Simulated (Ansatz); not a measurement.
This script makes a scan of the bond length of AgI with the Python package of Ansatz (0.2.0).

`scan_agi.py`
```python
import logging
import sys

import ansatz as az
from ase.data import atomic_masses, atomic_numbers
import numpy as np

logging.basicConfig(stream=sys.stdout, format="%(levelname)s:%(name)s:%(message)s")
log = logging.getLogger("ansatz_job")
log.setLevel(logging.INFO)

GEOMETRY = """
Ag    0.00000    0.00000    0.00000
I     0.00000    0.00000    2.64500
"""


def main() -> None:
    molecule = az.Crystal.molecule()
    for line in GEOMETRY.strip().splitlines():
        symbol, *xyz = line.split()
        molecule = molecule.atom(symbol, [float(v) for v in xyz])

    symbols = [site.symbol for site in molecule.cartesian_sites]
    start = np.array([site.position_ang for site in molecule.cartesian_sites])
    axis = (start[1] - start[0]) / np.linalg.norm(start[1] - start[0])
    moving = [1]
    lengths, energies = [2.328, 2.433, 2.539, 2.645, 2.751, 2.857, 2.962, 3.121], []
    for length in lengths:
        xyz = start.copy()
        xyz[moving] += (length - np.linalg.norm(start[1] - start[0])) * axis
        point = az.Crystal.molecule()
        for symbol, place in zip(symbols, xyz):
            point = point.atom(symbol, place.tolist())
        setup = point.calculation().basis(gaussian="def2-SVP").correlation("mp2")
        r = setup.run().report
        energies.append(r["free_energy_ev"])
        log.info(f"r = {length:6.3f} A  E = {energies[-1]:.5f} eV  <S^2> = {abs(r['mean_field']['state']['spin_squared']):.3f}")

    fit = np.polynomial.Polynomial.fit(lengths, np.array(energies) - min(energies), 4).convert()
    roots = [r.real for r in fit.deriv().roots() if abs(r.imag) < 1e-9 and fit.deriv(2)(r.real) > 0]
    r_e = min(roots, key=lambda r: abs(r - lengths[int(np.argmin(energies))]))
    log.info(f"minimum of the fit at {r_e:.4f} A, force constant {fit.deriv(2)(r_e):.2f} eV/A^2")
    m1, m2 = (atomic_masses[atomic_numbers[s]] for s in symbols)
    mu = m1 * m2 / (m1 + m2)
    log.info(f"harmonic wavenumber {521.4709 * np.sqrt(fit.deriv(2)(r_e) / mu):.0f} 1/cm, rotational constant {16.857629 / (mu * r_e ** 2):.4f} 1/cm")


if __name__ == "__main__":
    main()
```

Its results, one of them left out:

| r (Å) | E less the lowest row shown (eV) |
| --- | --- |
| 2.328 | 0.4060 |
| 2.433 | ? |
| 2.539 | 0.0000 |
| 2.645 | 0.0148 |
| 2.751 | 0.1123 |
| 2.857 | 0.2628 |

What is the missing energy at 2.433 Å?

A cubic in 1/r through the 5 rows shown, E = -11.0288 +167.4973/r -643.4263/r² +734.4016/r³ (eV, Å), gives 0.1115 eV at 2.433 Å. The run gave 0.1108 eV, a miss of 0.7 meV.

What to keep in mind:
- The basis set is modest, and single-reference methods fail as a bond breaks.
- def2 sets replace the cores of elements past krypton by effective core potentials.
- The orbitals are restricted, so S² is zero by construction.
- S² is that of the Hartree-Fock reference.
- The spin state was assumed, and another may lie lower.
- Run time: 6.3 s on 1 thread of Arm Neoverse V1, on a shared host, peak memory 0.18 GiB.
